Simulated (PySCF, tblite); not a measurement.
# C₅H₄F₃OP: geometry, infrared bands and NMR shifts

Wanted: the infrared bands and NMR shifts of C₅H₄F₃OP (`Cc1oc(C(F)(F)F)cp1`), by calculation.

The runs use tblite 0.8.0 and PySCF 2.14.0, with density-fitted response routines of our own; the level of theory stands in each step. All values are computed, except where a source is named. Atoms are numbered from 0 throughout.

## (1) The starting structure

14 atoms, charge 0, multiplicity 1; geometry from: force field or distance geometry start.

Bonds of the start (Å): C0–C1 1.52, C1–O2 1.26, O2–C3 1.27, C3–C4 1.53, C4–F5 1.38, C4–F6 1.39, C4–F7 1.36, C3–C8 1.36, C8–P9 1.89, P9–C1 1.85, C0–H10 1.13, C0–H11 1.09, C0–H12 1.11, C8–H13 1.09.

## (2) Optimising the geometry with GFN2-xTB

The job: settings as JSON, then the geometry in Å.

```
{"job": {"kind": "relax", "xc": "GFN2-xTB", "basis": "xTB"}, "charge": 0, "multiplicity": 1}
C      2.661500    -0.273500     0.080400
C      1.253400     0.293800     0.042100
O      0.213700    -0.415900    -0.003700
C     -0.951300     0.097500    -0.038700
C     -2.213000    -0.763300    -0.094200
F     -3.147500    -0.123900    -0.881500
F     -1.890900    -1.996100    -0.658600
F     -2.583700    -0.966100     1.194900
C     -1.047100     1.452500     0.012200
P      0.734100     2.070600     0.096700
H      2.608900    -1.338600    -0.287000
H      3.312900     0.254400    -0.609500
H      3.007600    -0.333400     1.128300
H     -1.959200     2.041600    -0.003600
```

Command:

```bash
OMP_NUM_THREADS=1 python probes_run.py task.json out
```

One launch serves the whole session: the jobs run in the order shown.

**Question.** This job is followed by: GFN2-xTB harmonic vibrations, gas phase; GIAO PBE0/pcSseg-1 NMR shielding, non-relativistic, gas phase. Predict these results of the whole session: strongest single infrared mode (GFN2-xTB); zero-point energy (GFN2-xTB); 13C shifts against TMS (PBE0/pcSseg-1); 1H shifts against TMS (PBE0/pcSseg-1, means over atoms taken as alike); 17O shifts against H2O (PBE0/pcSseg-1); 19F shifts against CFCl3 (PBE0/pcSseg-1, means over atoms taken as alike); 31P shifts against H3PO4 (PBE0/pcSseg-1).

The runs gave:

| quantity | value |
| --- | --- |
| strongest single infrared mode (GFN2-xTB) | 1037 cm⁻¹, 331 km/mol |
| zero-point energy (GFN2-xTB) | 52.4 kcal/mol |
| 13C shifts against TMS (PBE0/pcSseg-1) | 210.4, 154.5, 136.7, 128.4, 22.1 ppm |
| 1H shifts against TMS (PBE0/pcSseg-1, means over atoms taken as alike) | 7.75, 2.91 ppm |
| 17O shifts against H2O (PBE0/pcSseg-1) | 355.3 ppm |
| 19F shifts against CFCl3 (PBE0/pcSseg-1, means over atoms taken as alike) | -78.6 ppm |
| 31P shifts against H3PO4 (PBE0/pcSseg-1) | 121.4 ppm |

**Reading.** Over 72 steps the energy fell by 1.132 eV; of the close pairs, C1–P9 changed most, 1.852 to 1.723 Å. All 36 modes are real, so the xTB geometry is a minimum. The strongest single mode, at 1037 cm⁻¹, moves mainly C4. GFN2-xTB is a fitted tight-binding method: band positions and strengths are rough. Its intensities can rank the bands wrongly. NICS(1)zz of -24 ppm above the planar ring from C1 marks a diatropic (aromatic) ring current.
